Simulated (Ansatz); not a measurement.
# Si8HO16: the cost of one run

Method: DFT PBE+D3(BJ), plane waves, PAW, scalar-relativistic, collinear spin, in Ansatz 0.2.0.

### 1 The structure to begin with

The cell holds 25 atoms (HO16Si8): a = 5.833 Å, b = 5.833 Å, c = 5.295 Å, α = 90.00°, β = 90.00°, γ = 90.00°.

As a file:

```xyz
25
Lattice="-4.1246 -4.1246 0.0000 4.1246 -4.1246 0.0000 0.0000 0.0000 5.2948" Properties=species:S:1:pos:R:3 pbc="T T T"
Si    0.0000   -4.1246    0.0000
Si    2.0623   -2.0623    1.3237
O     1.2609   -2.8637    0.0000
O     0.8014   -0.8014    1.3237
O    -1.2609   -5.3855    0.0000
O     3.3232   -3.3232    1.3237
Si    0.0000   -4.1246    2.6474
Si    2.0623   -2.0623    3.9711
O     1.2609   -2.8637    2.6474
O     0.8014   -0.8014    3.9711
O    -1.2609   -5.3855    2.6474
O     3.3232   -3.3232    3.9711
Si    0.0000    0.0000    0.0000
Si   -2.0623   -2.0623    1.3237
O    -2.8637   -2.8637    0.0000
O     0.8014   -4.9260    1.3237
O    -1.2609   -1.2609    0.0000
O    -0.8014   -3.3232    1.3237
Si    0.0000    0.0000    2.6474
Si   -2.0623   -2.0623    3.9711
O    -2.8637   -2.8637    2.6474
O     0.8014   -4.9260    3.9711
O    -1.2609   -1.2609    2.6474
O    -0.8014   -3.3232    3.9711
H    -0.5091   -5.8340    3.8948
```

### 2 Relaxing the start

The input, input.yaml:

```yaml
accuracy: low
crystal:
  lattice:
    - [-4.1246, -4.1246, 0.0]
    - [4.1246, -4.1246, 0.0]
    - [0.0, 0.0, 5.2948]
  atoms:
    - { symbol: Si, position: [0.5, 0.5, 0.0] }
    - { symbol: Si, position: [0.0, 0.5, 0.25] }
    - { symbol: O, position: [0.1943, 0.5, 0.0] }
    - { symbol: O, position: [0.0, 0.1943, 0.25] }
    - { symbol: O, position: [0.8057, 0.5, 0.0] }
    - { symbol: O, position: [0.0, 0.8057, 0.25] }
    - { symbol: Si, position: [0.5, 0.5, 0.5] }
    - { symbol: Si, position: [0.0, 0.5, 0.75] }
    - { symbol: O, position: [0.1943, 0.5, 0.5] }
    - { symbol: O, position: [0.0, 0.1943, 0.75] }
    - { symbol: O, position: [0.8057, 0.5, 0.5] }
    - { symbol: O, position: [0.0, 0.8057, 0.75] }
    - { symbol: Si, position: [0.0, 0.0, 0.0] }
    - { symbol: Si, position: [0.5, 0.0, 0.25] }
    - { symbol: O, position: [0.6943, 0.0, 0.0] }
    - { symbol: O, position: [0.5, 0.6943, 0.25] }
    - { symbol: O, position: [0.3057, 0.0, 0.0] }
    - { symbol: O, position: [0.5, 0.3057, 0.25] }
    - { symbol: Si, position: [0.0, 0.0, 0.5] }
    - { symbol: Si, position: [0.5, 0.0, 0.75] }
    - { symbol: O, position: [0.6943, 0.0, 0.5] }
    - { symbol: O, position: [0.5, 0.6943, 0.75] }
    - { symbol: O, position: [0.3057, 0.0, 0.5] }
    - { symbol: O, position: [0.5, 0.3057, 0.75] }
    - { symbol: H, position: [0.7689337, 0.645502, 0.7355858], spin: 1.0 }
magnetization:
  spin_polarized: true
basis:
  ecutwfc: 420.0
kpoints:
  mp_grid: { grid: [2, 2, 2] }
hamiltonian:
  xc: pbe
  dispersion: d3bj
  pseudopotentials: { kind: paw, azcp: { folder: soft_1 } }
scf:
  occupations: { method: fermi_dirac, width: 0.05 }
  lower_state_search: "off"
relax:
  f_tol: 0.08
  max_steps: 25
  adjacent_minimum: "off"
```

Launch:

```bash
> ansatz run input.yaml --threads 2 --pin off --max-ram 5120MiB --backend cpu --events-out ev --progress --plain --runs-dir out
```

**Question.** How long does this run take on 2 threads of Arm Neoverse V2, shared host, and how much memory does it need?

About 36 s, with a peak of 0.58 GiB.
